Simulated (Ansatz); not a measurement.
# VCrC2 (R-3m) in Ansatz: notebook

The runs below take VCrC2 through single point, with PBE.

Everything below comes from runs of Ansatz 0.2.0. Logs are shortened: lines on timing, memory, paths and dates and some standing lists are left out, and cuts for length are marked.

### 1 Starting point

The structure is trigonal, space group R-3m (No. 166). Conventional cell: a = 2.921 Å, b = 2.921 Å, c = 14.218 Å, α = 90.00°, β = 90.00°, γ = 120.00°. Cr (site symmetry -3m) has 6 C at 2.05 Å as nearest neighbours. Around V (site symmetry -3m) lie 6 C at 2.07 Å. C (site symmetry 3m) has 3 Cr at 2.05 Å and 3 V at 2.07 Å as nearest neighbours.

The cell comes from a database or a generator and needn't be the stable form of this composition.

### 2 Single point, PBE, collinear spin, program default start

input.yaml reads:

```yaml
crystal:
  lattice:
    - [1.4606320425, 0.8432963029, 4.7393853233]
    - [-1.4606320425, 0.8432963029, 4.7393853233]
    - [0.0, -1.6865926058, 4.7393853233]
  atoms:
    - { symbol: Cr, position: [0.5, 0.5, 0.5] }
    - { symbol: V, position: [0.0, 0.0, 0.0] }
    - { symbol: C, position: [0.248759, 0.248759, 0.248759] }
    - { symbol: C, position: [0.751241, 0.751241, 0.751241] }
hamiltonian:
  xc: pbe
  pseudopotentials: { kind: paw }
magnetization:
  spin_polarized: true
  initial_magnetization: 0.0
  spin_locking: { lock_magnetization: hard }
kpoints:
  mp_grid: { grid: [9, 9, 9] }
scf:
  occupations: { method: fermi_dirac, width: 0.05 }
  lower_state_search: "off"
output:
  forces: true
  stress: true
  eigenvalues: true
  write_density: true
  write_potential: true
  elf: true
  volumetric_format: npy
```

Potentials or basis: Ansatz PAW.

Run with:

```sh
$ ansatz run input.yaml --threads 2 --pin off --max-ram 5632MiB --backend cpu --events-out ev --progress --plain --runs-dir out
```

The log of the run:

```text
Warning: output.stress: scf.convergence.dr2_threshold = 1e-7 eV (the SCF's general default) is looser than the 4e-10 eV advised for a printed stress (1e-10 eV for each atom of the cell: 4). What an SCF threshold leaves in a stress goes as its square root, and in the free energy as the threshold itself, and one threshold admits the most on a small cell: of the crystals measured, under no hybrid functional and no lock of the moments, on runs that ended without the residual-converged pass, on stresses that held no estimate of that error, the worst erred by over 100 MPa in a component at 1e-7 eV an atom and by under 5 at 1e-10. Set scf.convergence.dr2_threshold to 4e-10 eV or tighter. The threshold is an SCF's pass mark: one that does not reach it within its budget of iterations ends unconverged, or closes short of it on a stop that the run arms, and scf.convergence.dr2_threshold's page says what that costs each kind of run
Warning: RAYON_NUM_THREADS=2 ignored (pool sized by the plan → 2); use --threads N
basis.fft_grid_basis auto: the FFT boxes are laid along the combinations [[1, -1, 0], [0, 1, 0], [0, -1, 1]] of the cell's own vectors, 2.921, 5.031 and 2.921 Å long. The dense box has 20×36×20 points. Along the cell's own vectors, as sized, it would have 36×36×36, 3.24 times as many. Of the 12 symmetry operations that the crystal satisfies within crystal.symmetry.tolerance (time reversal apart; of a slab, those that keep its plane) the dense box along the cell's own vectors carries 12, and the one as laid loses 8 of those. basis.fft_grid_basis: typed keeps the cell's own vectors: state it where this run's energies or levels are differenced outside the engine with another run's, or held beside a run that keeps those vectors. Those combinations have planes normal to reciprocal vector 3, as the cell's own vectors have. Each planar average written beside output.write_density, output.write_potential has a row for each plane of the box: 20. The volumetric files lie along those combinations, not along the cell's own vectors: a cube or XSF file states them, and fields.json those of NumPy files.
Engine: ansatz 0.2.0, x86_64-unknown-linux-gnu
Pseudopotentials: kind: paw
Pseudopotential: Cr, paw, valence charge 14, recommended cutoff 420 eV (normal), Cr.paw.azcp
Pseudopotential: V, paw, valence charge 13, recommended cutoff 420 eV (normal), V.paw.azcp
Pseudopotential: C, paw, valence charge 4, recommended cutoff 420 eV (normal), C.paw.azcp
Functional definition: PBE
  parameter kappa = 0.804
  parameter beta = 0.06672455060314922
  exchange = pbe_x(kappa = kappa, mu = beta*pi^2/3)
  correlation = pbe_c(beta = beta)
Crystal: 4 atoms, lattice volume = 35.026 Å³
Basis set: ecut = 420 eV, 675 PW (Γ), FFT grids on a1−a2, a2, −a2+a3, exchange–correlation on 40×72×40 points (8 copies of the dense FFT grid, shifted against one another)
Bands: 22, of which v1, the nominal top of the filled ones, is band 18 counted from 1 (17 counted from 0)
Symmetry: 12 space group operations
Space group: R-3m (ITA 166), of the structure as read, at distance tolerance 3.3e-5 Å
k-points: 85 of 729
Non-local potential: Cr, projectors of the file, l = 0: 3, l = 1: 2, l = 2: 3, l = 3: 1
Non-local potential: V, projectors of the file, l = 0: 3, l = 1: 2, l = 2: 3, l = 3: 1
Non-local potential: C, projectors of the file, l = 0: 2, l = 1: 2, l = 2: 1
PAW form: soft (Blöchl's): semilocal exchange-correlation on the pseudo side does not see the compensation charge
PAW one-centre angular grid: Cr, 590 points (default); XC on 64 Gauss nodes
PAW one-centre angular grid: V, 590 points (default); XC on 64 Gauss nodes
PAW one-centre angular grid: C, 110 points (default); XC on 64 Gauss nodes
Initial density: superposition of atomic densities (chi_scale 0.1, normalization cell, long waves kept (reshape's long-wave potential 0.00 eV rms))
Initial wavefunctions: pseudopotential atomic-orbital guess
Functional: x = pbe(κ = 0.804, μ = 0.2195149727645171), c = pbe(β = 0.06672455060314922)
SCF iter   1: F=—  HF=-6800.311601 eV  |F-HF|=—  |Δ(HF+E_count)|=         —  Δρ=1.86e-1 (↑1.86e-1 ↓1.86e-1)  dr2=7.14e1  dr2_m=0.00e0  M=0.000 μB ∫|m|=0.000 μB  β_m=0.30  ethr=3.10e-3  ⟨swp⟩=4.1  Hψ=6816  notcnv=0
preconditioner: auto → Kerker (q_TF=auto, 2.728 Å⁻¹)  [metal: Δε(μ)=0.012 eV  Ē_g=8.214 eV  σ=0.050 eV  W_gap=0.06  n_scr=16 (ndim 8)  ℏωp=27.3 eV  f_vac=0.000  D(μ)=2.40/eV (n_scr^D=28)]
spin=Collinear: Kerker preconditioning applied to the charge; magnetization (m = ρ↑ − ρ↓) channel mixes plain (no charge-response kernel on spin).
SCF iter   2: F=—  HF=-6794.038652 eV  |F-HF|=—  |Δ(HF+E_count)|=    6.27e0  Δρ=9.38e-2 (↑9.38e-2 ↓9.38e-2)  dr2=1.51e1  dr2_m=0.00e0  M=0.000 μB ∫|m|=0.000 μB  β_m=0.26  ethr=3.10e-3  ⟨swp⟩=3.9  Hψ=5150  notcnv=0
SCF iter   3: F=—  HF=-6792.882839 eV  |F-HF|=—  |Δ(HF+E_count)|=    1.16e0  Δρ=3.74e-2 (↑3.74e-2 ↓3.74e-2)  dr2=3.21e0  dr2_m=0.00e0  M=0.000 μB ∫|m|=0.000 μB  β_m=0.31  ethr=3.10e-3  ⟨swp⟩=3.1  Hψ=4421  notcnv=0
SCF iter   4: F=—  HF=-6792.579733 eV  |F-HF|=—  |Δ(HF+E_count)|=   3.03e-1  Δρ=1.80e-2 (↑1.80e-2 ↓1.80e-2)  dr2=2.54e-1  dr2_m=0.00e0  M=0.000 μB ∫|m|=0.000 μB  β_m=0.65  ethr=3.10e-3  ⟨swp⟩=2.2  Hψ=2974  notcnv=0
SCF iter   5: F=—  HF=-6792.664901 eV  |F-HF|=—  |Δ(HF+E_count)|=   8.52e-2  Δρ=3.06e-2 (↑3.06e-2 ↓3.06e-2)  dr2=2.13e0  dr2_m=0.00e0  M=0.000 μB ∫|m|=0.000 μB  β_m=0.52  ethr=7.26e-4  ⟨swp⟩=2.8  Hψ=4060  notcnv=0  recentre
SCF iter   6: F=—  HF=-6792.557304 eV  |F-HF|=—  |Δ(HF+E_count)|=   1.08e-1  Δρ=5.94e-3 (↑5.94e-3 ↓5.94e-3)  dr2=7.26e-2  dr2_m=0.00e0  M=0.000 μB ∫|m|=0.000 μB  β_m=0.63  ethr=7.26e-4  ⟨swp⟩=2.4  Hψ=2902  notcnv=0
SCF iter   7: F=—  HF=-6792.553376 eV  |F-HF|=—  |Δ(HF+E_count)|=   3.93e-3  Δρ=2.08e-3 (↑2.08e-3 ↓2.08e-3)  dr2=5.46e-3  dr2_m=0.00e0  M=0.000 μB ∫|m|=0.000 μB  β_m=0.57  ethr=2.08e-4  ⟨swp⟩=2.1  Hψ=2755  notcnv=0
SCF iter   8: F=—  HF=-6792.552902 eV  |F-HF|=—  |Δ(HF+E_count)|=   4.74e-4  Δρ=8.04e-4 (↑8.04e-4 ↓8.04e-4)  dr2=5.09e-4  dr2_m=0.00e0  M=0.000 μB ∫|m|=0.000 μB  β_m=0.63  ethr=1.56e-5  ⟨swp⟩=2.4  Hψ=2867  notcnv=0
SCF iter   9: F=—  HF=-6792.552793 eV  |F-HF|=—  |Δ(HF+E_count)|=   1.09e-4  Δρ=1.56e-4 (↑1.56e-4 ↓1.56e-4)  dr2=4.68e-5  dr2_m=0.00e0  M=0.000 μB ∫|m|=0.000 μB  β_m=0.69  ethr=1.45e-6  ⟨swp⟩=2.0  Hψ=3211  notcnv=0
SCF iter  10: F=—  HF=-6792.552790 eV  |F-HF|=—  |Δ(HF+E_count)|=   2.84e-6  Δρ=8.86e-5 (↑8.86e-5 ↓8.86e-5)  dr2=2.00e-5  dr2_m=0.00e0  M=0.000 μB ∫|m|=0.000 μB  β_m=0.74  ethr=1.34e-7  ⟨swp⟩=2.1  Hψ=3383  notcnv=0
SCF iter  11: F=—  HF=-6792.552789 eV  |F-HF|=—  |Δ(HF+E_count)|=   9.03e-7  Δρ=1.91e-5 (↑1.91e-5 ↓1.91e-5)  dr2=6.30e-7  dr2_m=0.00e0  M=0.000 μB ∫|m|=0.000 μB  β_m=0.87  ethr=5.72e-8  ⟨swp⟩=1.1  Hψ=1875  notcnv=0
SCF iter  12: F=-6792.552789 eV  HF=-6792.552789 eV  |F-HF|=2.64e-8  |Δ(HF+E_count)|=   4.06e-8  Δρ=4.08e-6 (↑4.08e-6 ↓4.08e-6)  dr2=3.29e-8  dr2_m=0.00e0  M=0.000 μB ∫|m|=0.000 μB  ethr=2.86e-10  ⟨swp⟩=7.1  Hψ=9907  notcnv=0
SCF 1 converged in 12 iterations: F = -6792.552789 eV  dr2 = 3.29e-8
SCF converged after 12 iterations
Stability checked in part: among states of this total moment the steps that led to this state did not find it unstable. No probe was made; neither looks for a lower state of another moment (fixed_total_moment; see scf.lower_state_search)
Magnetization: 0.0000 μB (17.5000 up, 17.5000 down)
Absolute magnetization: 0.0000 μB (∫|ρ↑−ρ↓|)
Spin contamination: 0.0000 ħ² per cell (⟨S²⟩ above its minimum at these occupations)
Per-site moments (μB) at R_I (Å): [(0.0, 0.8460730164247826), (0.0, 0.8544406921839741), (0.0, 0.8460730164247826), (0.0, 0.8460730164247826)]
Free energy (F): -6792.552789 eV
Harris-Foulkes:  -6792.552789 eV  (|F-HF|=2.64e-8)
Internal energy: -6792.520001 eV  (E = F + TS)
E sigma→0 (E₀):  -6792.536395 eV
Entropy (-TS):   -0.032788 eV (-8.197 meV/atom)
Fermi energy:    17.729176 (↑ 17.729176, ↓ 17.729176) eV
--- Per-component energies (eV) ---
  E_band       = -252.897672
  E_kinetic    = 859.076736
  E_local      = -2268.032518  (includes V_loc(G=0)·N_el)
  E_nonlocal   = 82.429041
  E_hartree    = 992.641038
  E_xc         = -368.792416
  E_vxc        = -466.256491  (∫ρ·V_xc dr)
  E_paw        = -2502.885979  (= ΣΔE_a)
  E_vpaw       = -445.390442  (= ΣTr[D̂ρ^β])
  E_aug_tail   = 0.000576  (compensation charges beyond the density's cutoff)
  E_ewald      = -3586.956480
  E_smearing   = -0.032788  (= −TS)
  E_closure    = -0.000000  (closes the sum)
  Σ components = -6792.552789   (vs F -6792.552789, Δ=0.00e0)
--- Forces (eV/Å), atoms counted from 1 ---
  atom   1  Cr     0.00000000     0.00000000     0.00000000
  atom   2  V      0.00000000     0.00000000    -0.00000000
  atom   3  C      0.00000000     0.00000000     0.01532260
  atom   4  C      0.00000000    -0.00000000    -0.01532260
  max |Σ_I F_I| component: 2.31e-18 eV/Å
--- Stress (GPa, compression-positive) ---
       -2.828309       0.000000      -0.000000
        0.000000      -2.828309      -0.000000
        0.000000      -0.000000      -2.455345
  P = ⅓ Tr σ = -2.7040 GPa (-27.040 kbar)
--- Band table (eV; the first three rows and the last of 170) ---
  k-point 0 ↑: bands = ["-54.7096", "-47.2655", "-26.0702", "-25.9918", "-25.9918", "-21.1950", "-20.9375", "-20.9375", "3.1795", "7.2923", "9.9046", "13.0164", "13.0164", "16.2466", "16.2466", "16.3274", "17.1919", "17.1919", "18.4153", "18.4153", "18.6203", "18.6203"]
  k-point 1 ↑: bands = ["-54.7066", "-47.2601", "-26.0654", "-26.0167", "-25.9976", "-21.1886", "-20.9793", "-20.9470", "3.4531", "7.1857", "10.2238", "13.0092", "13.1380", "15.5922", "15.8599", "15.9577", "16.3799", "17.0946", "18.3025", "18.3027", "18.9327", "19.3185"]
  k-point 2 ↑: bands = ["-54.6991", "-47.2464", "-26.0796", "-26.0532", "-26.0123", "-21.1724", "-21.0839", "-20.9708", "4.2148", "7.0054", "10.9773", "12.8750", "13.4380", "13.7996", "14.8862", "15.2673", "16.4810", "17.3894", "18.2556", "18.2779", "19.2416", "19.6617"]
  k-point 84 ↓: bands = ["-54.7066", "-47.2603", "-26.0608", "-26.0169", "-25.9976", "-21.1973", "-20.9790", "-20.9471", "4.6817", "4.9965", "13.0299", "13.1044", "13.8849", "14.1762", "14.2968", "14.7665", "16.6955", "16.9746", "17.8095", "17.9234", "19.1751", "19.6192"]
```

Run time: 1.4 s. Hardware: 2 threads of AMD EPYC 9R45 (Zen 5), shared host; peak memory 0.49 GiB.

What came out:

| Property | Result |
| --- | --- |
| Free energy | -6792.5528 eV |
| Pressure | -2.7 GPa |
| Largest force | 0.015 eV/Å |
| Net moment | 0.00 μB per cell |
| Absolute moment | 0.00 μB per cell |

Forces in eV/Å, atoms in the order of the input:
```
Cr   0.000  0.000  0.000
V    0.000  0.000  0.000
C    0.000  0.000  0.015
C    0.000  0.000 -0.015
```

Stress tensor (GPa, compression positive):
```
-2.83  0.00  0.00
 0.00 -2.83  0.00
 0.00  0.00 -2.46
```

Caveat: the pressure holds a Pulay correction of +0.4 GPa for the finite cutoff; the total moment is fixed, so each spin has its own Fermi level; the thresholds are loose for stress.

### 3 Single point, PBE, collinear spin, ferromagnetic start

input.yaml: that of step 2 with these lines changed.

```diff
@@ -6,4 +6,4 @@
   atoms:
-    - { symbol: Cr, position: [0.5, 0.5, 0.5] }
-    - { symbol: V, position: [0.0, 0.0, 0.0] }
+    - { symbol: Cr, position: [0.5, 0.5, 0.5], spin: 0.72 }
+    - { symbol: V, position: [0.0, 0.0, 0.0], spin: 0.48 }
     - { symbol: C, position: [0.248759, 0.248759, 0.248759] }
@@ -15,3 +15,3 @@
   spin_polarized: true
-  initial_magnetization: 0.0
+  initial_magnetization: 1.2
   spin_locking: { lock_magnetization: hard }
```

Potentials or basis: Ansatz PAW.

Run with:

```sh
$ ansatz run input.yaml --threads 2 --pin off --max-ram 5632MiB --backend cpu --events-out ev --progress --plain --runs-dir out
```

Run time: 2.5 s. Hardware: 2 threads of AMD EPYC 9R45 (Zen 5), shared host; peak memory 0.5 GiB.

Results (log left out):

* Free energy: -6792.5541 eV
* Pressure: 0.9 GPa
* Largest force: 0.015 eV/Å
* Net moment: 1.20 μB per cell
* Absolute moment: 1.51 μB per cell
* Site moments: Cr +1.13; V +0.02; C -0.05 μB

Forces in eV/Å, atoms in the order of the input:
```
Cr   0.000  0.000  0.000
V    0.000  0.000  0.000
C    0.000  0.000 -0.015
C    0.000  0.000  0.015
```

Stress tensor (GPa, compression positive):
```
 2.35  0.00  0.00
 0.00  2.35  0.00
 0.00  0.00 -2.06
```

Caveat: the pressure holds a Pulay correction of +0.4 GPa for the finite cutoff; the total moment is fixed, so each spin has its own Fermi level; the thresholds are loose for stress.

### 4 Single point, PBE, collinear spin, ferromagnetic start

input.yaml: that of step 3 with these lines changed.

```diff
@@ -6,4 +6,4 @@
   atoms:
-    - { symbol: Cr, position: [0.5, 0.5, 0.5], spin: 0.72 }
-    - { symbol: V, position: [0.0, 0.0, 0.0], spin: 0.48 }
+    - { symbol: Cr, position: [0.5, 0.5, 0.5], spin: 1.5 }
+    - { symbol: V, position: [0.0, 0.0, 0.0], spin: 1.0 }
     - { symbol: C, position: [0.248759, 0.248759, 0.248759] }
@@ -15,3 +15,3 @@
   spin_polarized: true
-  initial_magnetization: 1.2
+  initial_magnetization: 2.5
   spin_locking: { lock_magnetization: hard }
@@ -26,5 +26 @@
   eigenvalues: true
-  write_density: true
-  write_potential: true
-  elf: true
-  volumetric_format: npy
```

Run with:

```sh
$ ansatz run input.yaml --threads 2 --pin off --max-ram 5632MiB --backend cpu --events-out ev --progress --plain --runs-dir out
```

It took 2.1 s on 2 threads of AMD EPYC 9R45 (Zen 5), shared host; peak memory 0.54 GiB.

Results (log left out):

- Free energy: -6792.3833 eV
- Pressure: 7.0 GPa
- Largest force: 0.129 eV/Å
- Net moment: 2.50 μB per cell
- Absolute moment: 2.73 μB per cell
- Site moments: Cr +1.65; V +0.53; C -0.05 μB

Forces on the atoms (eV/Å):
```
Cr   0.000  0.000  0.000
V    0.000  0.000  0.000
C    0.000  0.000  0.129
C    0.000  0.000 -0.129
```

Stress tensor (GPa, compression positive):
```
8.62 0.00 0.00
0.00 8.62 0.00
0.00 0.00 3.65
```

Caveat: the pressure holds a Pulay correction of +0.4 GPa for the finite cutoff; the total moment is fixed, so each spin has its own Fermi level; the thresholds are loose for stress.

### 5 Single point, PBE, collinear spin, ferromagnetic start

input.yaml: that of step 4 with these lines changed.

```diff
@@ -6,4 +6,4 @@
   atoms:
-    - { symbol: Cr, position: [0.5, 0.5, 0.5], spin: 1.5 }
-    - { symbol: V, position: [0.0, 0.0, 0.0], spin: 1.0 }
+    - { symbol: Cr, position: [0.5, 0.5, 0.5], spin: 2.28 }
+    - { symbol: V, position: [0.0, 0.0, 0.0], spin: 1.52 }
     - { symbol: C, position: [0.248759, 0.248759, 0.248759] }
@@ -15,3 +15,3 @@
   spin_polarized: true
-  initial_magnetization: 2.5
+  initial_magnetization: 3.8
   spin_locking: { lock_magnetization: hard }
```

Potentials or basis: Ansatz PAW.

Run with:

```sh
$ ansatz run input.yaml --threads 2 --pin off --max-ram 5632MiB --backend cpu --events-out ev --progress --plain --runs-dir out
```

The log of the run:

```text
Warning: output.stress: scf.convergence.dr2_threshold = 1e-7 eV (the SCF's general default) is looser than the 4e-10 eV advised for a printed stress (1e-10 eV for each atom of the cell: 4). What an SCF threshold leaves in a stress goes as its square root, and in the free energy as the threshold itself, and one threshold admits the most on a small cell: of the crystals measured, under no hybrid functional and no lock of the moments, on runs that ended without the residual-converged pass, on stresses that held no estimate of that error, the worst erred by over 100 MPa in a component at 1e-7 eV an atom and by under 5 at 1e-10. Set scf.convergence.dr2_threshold to 4e-10 eV or tighter. The threshold is an SCF's pass mark: one that does not reach it within its budget of iterations ends unconverged, or closes short of it on a stop that the run arms, and scf.convergence.dr2_threshold's page says what that costs each kind of run
Warning: RAYON_NUM_THREADS=2 ignored (pool sized by the plan → 2); use --threads N
basis.fft_grid_basis auto: the FFT boxes are laid along the combinations [[1, 0, -1], [0, 1, -1], [0, 0, 1]] of the cell's own vectors, 2.921, 2.921 and 5.031 Å long. The dense box has 20×20×36 points. Along the cell's own vectors, as sized, it would have 36×36×36, 3.24 times as many. Of the 12 symmetry operations that the crystal satisfies within crystal.symmetry.tolerance (time reversal apart; of a slab, those that keep its plane) the dense box along the cell's own vectors carries 12, and the one as laid loses 8 of those. basis.fft_grid_basis: typed keeps the cell's own vectors: state it where this run's energies or levels are differenced outside the engine with another run's, or held beside a run that keeps those vectors.
[... 90 lines left out ...]
  k-point 1 ↑: bands = ["-55.1042", "-47.4070", "-26.5348", "-26.4100", "-26.3909", "-21.3227", "-21.1641", "-21.1314", "3.2785", "7.0440", "9.9741", "12.8039", "12.9496", "15.2653", "15.5410", "15.5631", "15.9480", "16.8891", "17.8905", "17.9066", "18.7414", "19.1614", "19.3706", "20.0486"]
  k-point 2 ↑: bands = ["-55.0966", "-47.3931", "-26.5230", "-26.4729", "-26.4056", "-21.3063", "-21.2698", "-21.1555", "4.0446", "6.8629", "10.7331", "12.6434", "13.2645", "13.6001", "14.5606", "14.9669", "16.0373", "17.0530", "17.8595", "17.8980", "18.8871", "19.4255", "20.1291", "21.5372"]
  k-point 84 ↓: bands = ["-52.7001", "-46.2530", "-24.2255", "-24.0289", "-24.0072", "-20.1921", "-20.0234", "-19.9898", "4.8504", "5.1348", "13.4591", "13.5483", "14.4346", "14.7798", "14.8908", "15.3232", "17.9472", "18.4395", "18.9365", "19.0915", "20.2112", "20.3342", "21.7333", "21.8545"]
```

It took 2.2 s on 2 threads of AMD EPYC 9R45 (Zen 5), shared host; peak memory 0.49 GiB.

Results:

| Item | Value |
| --- | --- |
| Free energy | -6791.3316 eV |
| Pressure | 17.8 GPa |
| Largest force | 0.180 eV/Å |
| Net moment | 3.80 μB per cell |
| Absolute moment | 3.80 μB per cell |
| Site moments | Cr +1.98; V +0.94; C +0.07 μB |

Forces on the atoms (eV/Å):
```
Cr   0.000  0.000  0.000
V    0.000  0.000  0.000
C    0.000  0.000  0.180
C    0.000  0.000 -0.180
```

Stress tensor (GPa, compression positive):
```
17.91  0.00  0.00
 0.00 17.91  0.00
 0.00  0.00 17.63
```

Caveat: the pressure holds a Pulay correction of +0.4 GPa for the finite cutoff; the total moment is fixed, so each spin has its own Fermi level; the thresholds are loose for stress.

### 6 The runs side by side

```tsv
spin	fixed moment (μB)	pressure (GPa)	moment (μB)	largest force (eV/Å)
collinear, program default start	0.0	-2.7	0.00	0.02
collinear, ferromagnetic start	1.2	0.9	1.20	0.02
collinear, ferromagnetic start	2.5	7.0	2.50	0.13
collinear, ferromagnetic start	3.8	17.8	3.80	0.18
```

Alike in all rows: task single point; level PBE; potentials or basis Ansatz PAW; cell as given; k mesh 9 × 9 × 9; cutoff (eV) 420; smearing fermi-dirac 0.05 eV.

Caveats: the total moment is fixed, so each spin has its own Fermi level; the thresholds are loose for stress.

Absolute energies hang on the potentials; compare differences alone.
